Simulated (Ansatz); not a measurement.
This script for a breakdown of dispersion, smearing and cutoff terms of I, space group Cmce with Ansatz's Python interface holds a mistake.

Script `terms_i.py`:
```python
# -*- coding: utf-8 -*-
import ansatz as az
from pymatgen.core import Lattice, Structure
from pymatgen.io.ase import AseAtomsAdaptor


def main():
    pmg_structure = Structure(
        Lattice([[3.63503, -2.39502, 0.0], [3.63503, 2.39502, 0.0], [0.0, 0.0, 9.79344]]),
        ["I", "I", "I", "I"],
        [
            [0.8507, 0.1493, 0.8844],
            [0.3507, 0.6493, 0.6156],
            [0.1493, 0.8507, 0.1156],
            [0.6493, 0.3507, 0.3844],
        ],
    )
    cell = az.Crystal.from_ase(AseAtomsAdaptor.get_atoms(pmg_structure))

    calc = cell.calculation().kpoints(4.5, 4, 4).occupations("Fixed")
    with_term = calc.functional("pbe", dispersion="d3bjatm").basis(340).cutoff_correction(590).run(threads=1).report
    without = calc.functional("pbe").basis(340).run(threads=1).report
    finer = calc.functional("pbe").basis(590).run(threads=1).report
    removed = az.free_energy_without(with_term, az.EnergyTerm.DISPERSION)
    print(f"dispersion term            {with_term['components']['e_disp']:.5f} eV")
    print(f"F less dispersion          {removed:.5f} eV, run without it {without['free_energy_ev']:.5f} eV")
    print(f"F less smearing term       {az.free_energy_without(without, az.EnergyTerm.SMEARING):.5f} eV")
    print(f"estimated gain to 590 eV   {with_term['cutoff_correction']['energy_ev']:.5f} eV, found {finer['free_energy_ev'] - without['free_energy_ev']:.5f} eV")


if __name__ == "__main__":
    main()
```

Running `python terms_i.py` prints:
```text
Traceback (most recent call last):
  File "terms_i.py", line 32, in <module>
    main()
    ~~~~^^
  File "terms_i.py", line 20, in main
    calc = cell.calculation().kpoints(4.5, 4, 4).occupations("Fixed")
           ~~~~~~~~~~~~~~~~~~~~~~~~~~^^^^^^^^^^^
  ...
ansatz.errors.InputError: .kpoints: mesh[0] is a whole number (an int, never a float), got 4.5
```
(Library frames cut from the traceback.)

Find the fault and give the corrected script.

The fault: a mesh division isn't a whole number. The correction:

```diff
--- before
+++ after
@@ -19,3 +19,3 @@
 
-    calc = cell.calculation().kpoints(4.5, 4, 4).occupations("Fixed")
+    calc = cell.calculation().kpoints(length=16).occupations("Fixed")
     with_term = calc.functional("pbe", dispersion="d3bjatm").basis(340).cutoff_correction(590).run(threads=1).report
```

The mended script runs so:

```console
$ python terms_i.py
DeckWarning: basis.ecutwfc = 340 eV is below the records' recommended 420 eV, and the density's cutoff is lower with it unless basis.ecutrho_ratio is high enough to keep the records' density cutoff: compare with a run at a higher cutoff
dispersion term            -1.16518 eV
F less dispersion          -30051.39789 eV, run without it -30051.39789 eV
F less smearing term       -30051.39789 eV
estimated gain to 590 eV   -0.02629 eV, found -0.02616 eV
```
(Warnings from the package without file and line.)

Total energies depend on the potentials; only differences at equal settings carry meaning. A total without «per atom» is that of the cell as typed. The cutoff lies under the one recommended for these potentials in some of the runs. Finished in 10 s on 1 thread of Arm Neoverse V2, with other jobs on the host, peak memory 0.58 GiB.

(A comment or docstring line of the script was reworded after the run, the code is as it ran; lines on the test bed's own set-up are left out of the output.)
